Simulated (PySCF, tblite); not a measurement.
**C₆H₅Cl₂F+ (doublet): geometry, infrared bands and EPR parameters**

Wanted: the infrared bands and EPR parameters of C₆H₅Cl₂F+ (doublet) (`C[C@@H]1[CH+][C](Cl)C(Cl)=C1F`), by calculation.

The runs use tblite 0.8.0 and PySCF 2.14.0, with density-fitted response routines of our own; the level of theory stands in each step. All values are computed, except where a source is named. Atoms are numbered from 0 throughout.

**1. The starting structure**

14 atoms, charge 1, multiplicity 2; geometry from: force field or distance geometry start.

Bonds of the start (Å): C0–C1 1.51, C1–C2 1.48, C2–C3 1.52, C3–Cl4 1.76, C3–C5 1.52, C5–Cl6 1.76, C5–C7 1.34, C7–F8 1.38, C7–C1 1.49, C0–H9 1.12, C0–H10 1.12, C0–H11 1.10, C1–H12 1.09, C2–H13 1.09.

**2. Relaxing the molecule with GFN2-xTB**

What the job is given:

```
{"job": {"kind": "relax", "xc": "GFN2-xTB", "basis": "xTB"}, "charge": 1, "multiplicity": 2}
C      1.882900    -0.357200    -0.130100
C      0.453200    -0.092900    -0.547200
C     -0.060000     1.231400    -0.140100
C     -1.570200     1.071000    -0.197800
Cl    -2.417200     2.220000     0.837900
C     -1.700200    -0.358700     0.302200
Cl    -3.166900    -1.012200     1.028600
C     -0.538900    -0.990400     0.104800
F     -0.370500    -2.313900     0.457900
H      2.554200     0.104100    -0.895600
H      2.033800    -1.457900    -0.229000
H      2.130200    -0.012500     0.888500
H      0.291000    -0.172000    -1.621700
H      0.477900     2.140700     0.119200
```

On the command line:

```bash
$ OMP_NUM_THREADS=1 python probes_run.py task.json out
```

One launch serves the whole session: the jobs run in the order shown.

Standard output:

```text
step      E/eV     max force
  0    -779.05293    5.973
  1    -779.96580    3.895
  2    -780.37890    2.836
  3    -780.65427    1.196
  4    -780.76288    0.820
  5    -780.83239    0.775
  6    -780.89565    0.764
  7    -780.94622    0.530
  8    -780.97442    0.452
  9    -780.99549    0.383
 10    -781.01557    0.460
 11    -781.03908    0.427
 12    -781.06052    0.409
 13    -781.07512    0.248
 14    -781.08402    0.225
 15    -781.09153    0.242
 16    -781.09824    0.232
 17    -781.10382    0.190
 18    -781.10827    0.162
 19    -781.11201    0.176
 20    -781.11574    0.211
 21    -781.11969    0.174
 22    -781.12378    0.194
 23    -781.12820    0.238
 24    -781.13311    0.249
 25    -781.13809    0.249
 26    -781.14230    0.216
 27    -781.14565    0.180
 28    -781.14892    0.166
 29    -781.15331    0.192
 30    -781.15971    0.192
 31    -781.16545    0.185
 32    -781.17081    0.210
 33    -781.17595    0.203
 34    -781.18127    0.184
 35    -781.18498    0.147
 36    -781.18676    0.084
 37    -781.18775    0.101
 38    -781.18841    0.080
 39    -781.18906    0.062
 40    -781.18967    0.045
 41    -781.18994    0.027
 42    -781.19007    0.026
 43    -781.19019    0.021
 44    -781.19027    0.021
 45    -781.19035    0.023
 46    -781.19043    0.019
 47    -781.19051    0.017
 48    -781.19058    0.020
 49    -781.19064    0.022
 50    -781.19069    0.021
 51    -781.19075    0.018
 52    -781.19080    0.015
 53    -781.19084    0.018
 54    -781.19088    0.017
 55    -781.19091    0.014
 56    -781.19094    0.014
 57    -781.19098    0.020
 58    -781.19103    0.020
 59    -781.19107    0.014
 60    -781.19110    0.014
 61    -781.19112    0.012
 62    -781.19115    0.016
 63    -781.19118    0.020
 64    -781.19122    0.017
 65    -781.19126    0.016
 66    -781.19128    0.014
 67    -781.19132    0.018
 68    -781.19137    0.019
 69    -781.19142    0.016
 70    -781.19144    0.012
 71    -781.19146    0.012
 72    -781.19148    0.014
 73    -781.19152    0.015
 74    -781.19155    0.011
 75    -781.19156    0.007
```

Run time: 0.61 s. Hardware: 1 thread of Arm Neoverse V1, shared host.

Relaxation path: (not every step is listed)

```
step  energy from step 0 (eV)  largest force (eV/Å)
   0                   0.0000                5.9728
   1                  -0.9129                3.8952
   2                  -1.3260                2.8355
   3                  -1.6013                1.1960
   4                  -1.7100                0.8196
   5                  -1.7795                0.7754
   6                  -1.8427                0.7643
   7                  -1.8933                0.5304
   8                  -1.9215                0.4517
  14                  -2.0311                0.2252
  20                  -2.0628                0.2113
  26                  -2.0894                0.2158
  32                  -2.1179                0.2104
  38                  -2.1355                0.0798
  44                  -2.1373                0.0215
  50                  -2.1378                0.0207
  56                  -2.1380                0.0142
  62                  -2.1382                0.0158
  68                  -2.1384                0.0188
  70                  -2.1385                0.0121
  71                  -2.1385                0.0118
  72                  -2.1386                0.0141
  73                  -2.1386                0.0151
  74                  -2.1386                0.0107
  75                  -2.1386                0.0072
```

Close pairs (by a distance rule), those that changed most:

```csv
bond,before (Å),after (Å),change (Å)
C2–C3,1.520,1.373,-0.147
C7–F8,1.380,1.297,-0.083
C3–Cl4,1.764,1.685,-0.079
C5–Cl6,1.762,1.684,-0.079
C3–C5,1.520,1.448,-0.072
C5–C7,1.337,1.384,+0.047
C0–H9,1.118,1.086,-0.031
C0–H10,1.115,1.087,-0.028
```

The final coordinates are the input of the step that follows.

**3. Harmonic vibrations with GFN2-xTB**

What the job is given:

```
{"job": {"kind": "ir", "xc": "GFN2-xTB", "basis": "xTB"}, "charge": 1, "multiplicity": 2}
C      1.816500    -0.350758    -0.009511
C      0.428583    -0.145560    -0.645061
C     -0.153521     1.193547    -0.343121
C     -1.338602     1.066556     0.337694
Cl    -2.333733     2.310123     0.886712
C     -1.638373    -0.338048     0.522795
Cl    -3.002587    -0.949076     1.297642
C     -0.607466    -1.052852    -0.061555
F     -0.501608    -2.345380    -0.095130
H      2.527326     0.345031    -0.446367
H      2.166407    -1.362156    -0.200840
H      1.774812    -0.186851     1.063171
H      0.531573    -0.305593    -1.725765
H      0.330012     2.120546    -0.602830
```

Standard output:

```text
mode    cm-1     km/mol
  1      80.5      2.25
  2     106.3      0.06
  3     142.5      0.02
  4     177.2      0.32
  5     194.7      0.47
  6     229.2      2.72
  7     284.8      1.73
  8     342.7      1.76
  9     382.2      1.17
 10     483.1      1.53
 11     494.1      5.06
 12     560.7      4.67
 13     617.6      5.96
 14     640.0     10.10
 15     781.1     15.48
 16     871.7     15.20
 17     922.7     11.56
 18     943.2      4.17
 19    1011.6      8.28
 20    1048.5     10.84
 21    1059.5     18.33
 22    1129.6      2.81
 23    1176.3     25.31
 24    1203.7     41.17
 25    1263.6     56.73
 26    1288.5      7.39
 27    1387.4     46.39
 28    1422.5    230.69
 29    1451.6     48.93
 30    1457.3      0.37
 31    1496.0    494.04
 32    2903.3     18.76
 33    3053.6      8.59
 34    3061.3      8.70
 35    3071.8      2.16
 36    3114.3     39.80
```

Wall time 0.58 s (1 thread of Arm Neoverse V1, shared host).

Which atoms move in the most intense modes:

```csv
cm⁻¹,km/mol,atoms
1176,25.3,"H12 45 %, C1 19 %"
1204,41.2,"C1 36 %, H12 13 %, C5 12 %, C2 11 %"
1264,56.7,"C3 35 %, C5 26 %, C1 12 %"
1387,46.4,"H10 32 %, H9 30 %, H11 20 %, C0 14 %"
1422,230.7,"C2 45 %, C3 43 %"
1452,48.9,"H10 44 %, H9 30 %, H11 21 %"
1496,494.0,"C7 64 %, C5 21 %"
3114,39.8,H13 92 %
```

**4. g tensor and hyperfine couplings: B3LYP/pcH-1**

Same as in step 3 but for these lines:

```diff
@@ -1,2 +1,2 @@
-{"job": {"kind": "ir", "xc": "GFN2-xTB", "basis": "xTB"}, "charge": 1, "multiplicity": 2}
+{"job": {"kind": "epr", "basis": "pcH-1"}, "charge": 1, "multiplicity": 2}
 C      1.816500    -0.350758    -0.009511
```

Method: UKS B3LYP, pcH-1 on C Cl F H, non-relativistic, mean-field spin-orbit, GIAO.

Standard output:

```text
UKS, coarse grid
  cycle   1  E = -1251.46364592  |g| = 4.83e-01
  cycle   2  E = -1251.21424521  |g| = 8.98e-01
  cycle   3  E = -1251.55776072  |g| = 1.00e-01
  cycle   4  E = -1251.56076206  |g| = 5.04e-02
  cycle   5  E = -1251.56195179  |g| = 1.34e-02
  cycle   6  E = -1251.56204322  |g| = 6.03e-03
  cycle   7  E = -1251.56206755  |g| = 2.58e-03
  cycle   8  E = -1251.56207472  |g| = 1.43e-03
  cycle   9  E = -1251.56207895  |g| = 6.39e-04
UKS, final grid
  cycle   1  E = -1251.56206465  |g| = 1.03e-03
  cycle   2  E = -1251.56206345  |g| = 1.84e-03
  cycle   3  E = -1251.56206519  |g| = 1.99e-04
  cycle   4  E = -1251.56206521  |g| = 3.35e-05
  cycle   5  E = -1251.56206521  |g| = 2.97e-05
E = -1251.56206521 Eh   <S^2> = 0.7632 (exact 0.7500)
g shifts (ppm)      1          2          3
  rmc          -201       -201       -201
  gc             -4         47         39
  oz_so        -119       5960      10020
  total        -325       5806       9858
hyperfine (MHz)  atom isotope    a_iso     a_fc   dipolar eigenvalues
    0   13C       3.76       3.76     -1.20      0.02      1.18
    1   13C     -18.47     -18.47     -0.82     -0.11      0.93
    2   13C      40.46      40.72    -40.99    -39.95     80.93
    3   13C     -19.93     -20.17     -2.37      0.36      2.01
    4  35Cl       2.43       2.05     -9.79     -9.17     18.96
    5   13C      -2.85      -3.15    -11.39     -8.93     20.33
    6  35Cl       3.81       3.38    -15.59    -14.37     29.96
    7   13C      30.14      30.24    -32.58    -32.38     64.96
    8   19F      76.97      76.79   -159.64   -146.99    306.62
    9    1H       6.27       6.27     -2.11     -1.39      3.50
   10    1H       8.35       8.35     -2.02     -1.07      3.10
   11    1H      -0.37      -0.37     -3.04     -1.25      4.30
   12    1H       3.35       3.34     -4.79      0.15      4.63
   13    1H     -35.09     -35.07    -19.30     -2.41     21.71
```

Wall time 2.3 min (1 thread of Arm Neoverse V1, shared host); peak memory 1.1 GiB.

Principal g values 2.00199, 2.00813, 2.01218; g(iso) = 2.00743, against 2.00232 for a free electron.

Mean a(iso) over the nuclei that a row names, and the largest dipolar term of the row (other rows stand at the frozen geometry):

```
      nuclei  isotope  a(iso) (MHz)  a(iso) (G, at g = 2.0023)  largest dipolar term (MHz)
          F8      19F          77.0                       27.5                       306.6
          C2      13C          40.5                       14.4                        80.9
         H13       1H         -35.1                      -12.5                        21.7
          C7      13C          30.1                       10.8                        65.0
          C3      13C         -19.9                       -7.1                        -2.4
          C1      13C         -18.5                       -6.6                         0.9
H9, H10, H11       1H           4.7                        1.7                         4.3
         Cl6     35Cl           3.8                        1.4                        30.0
          C0      13C           3.8                        1.3                        -1.2
         H12       1H           3.3                        1.2                        -4.8
          C5      13C          -2.8                       -1.0                        20.3
         Cl4     35Cl           2.4                        0.9                        19.0
```

Mulliken spin populations:

C0 0.00; C1 -0.05; C2 0.50; C3 -0.03; Cl4 0.05; C5 0.08; Cl6 0.07; C7 0.34; F8 0.06; H9 0.00; H10 0.00; H11 0.00; H12 0.00; H13 -0.02

In first order the couplings over 0.8 MHz of 19F, 1H, 35Cl give 476 distinct lines over 53.0 G, if the averaged nuclei exchange fast.

The fields below are evaluated on a grid from the run's orbitals.

ELF in a plane through or near 7 of the atoms.

Ten even steps from ' ' (0.00) to '@' (1.00):
```
                                                        
                                                        
                                                        
                        ..----::    ..--==--::          
                      ::**####++..  ==##%%##++::        
              ..      ==##%%##++    **%%%%%%%%++::      
          ..##@@**..  ..==**++::....++##::==**##==..    
          ##@@@@@@@@..  ..====**%%++##%%--::%%%%++::    
          **@@@@@@@@++--==##**####--::****##%%##--..    
          ..++%%##--==##++++--::++****++....::..        
          ..++%%##::==##++==--::++**##++....::..        
          **@@@@@@@@++--==****####++::##**##%%##--..    
          %%@@@@@@@@::  ::++++**%%++##%%::::%%%%**::    
          ::%%@@##--    **@@%%**....++##::==++##==..    
              ::..    ..%%@@@@##    **%%%%##%%++::      
                        ##@@%%--    ==##%%##++::        
                        ..----      ::--====::          
                                                        
                                                        
                                                        
```
The map spans 11.1 Å across and 9.9 Å up, centred on the molecule. Atoms in the plane (x, y in Å): C0 (-1.8, 0.0), C3 (1.6, -0.7), Cl4 (2.9, -1.7), C5 (1.6, 0.7), Cl6 (2.9, 1.7), H9 (-2.4, -0.9), H10 (-2.4, 0.9).

On the surface of density 0.002 e/bohr³ the electrostatic potential runs, from the 1st to the 99th percentile, from 3.54 V near F8 to 5.67 V near C7.

The spin density lies nearest to C2 33 %; C7 26 %; C5 9 %; Cl6 7 %.

**5. Outcome**

| quantity | value |
| --- | --- |
| strongest single infrared mode (GFN2-xTB) | 1496 cm⁻¹, 494 km/mol |
| zero-point energy (GFN2-xTB) | 57.0 kcal/mol |
| g(iso) (B3LYP) | 2.00743 |
| ⟨S²⟩ | 0.763 (exact 0.75) |
| largest a(iso) (averaged by class) | 19F on F8, 77.0 MHz |

In words: The optimisation took 75 steps and gained 2.139 eV; among the close pairs (by a distance rule), C2–C3 changed most, from 1.520 to 1.373 Å. All 36 modes are real, so the xTB geometry is a minimum. The strongest single mode, at 1496 cm⁻¹, moves mainly C7. GFN2-xTB is a fitted tight-binding method: band positions and strengths are rough. Its intensities can rank the bands wrongly. C2 carries the largest spin population, 0.50 e. The isotropic g lies 5.1 ppt above the free-electron value.
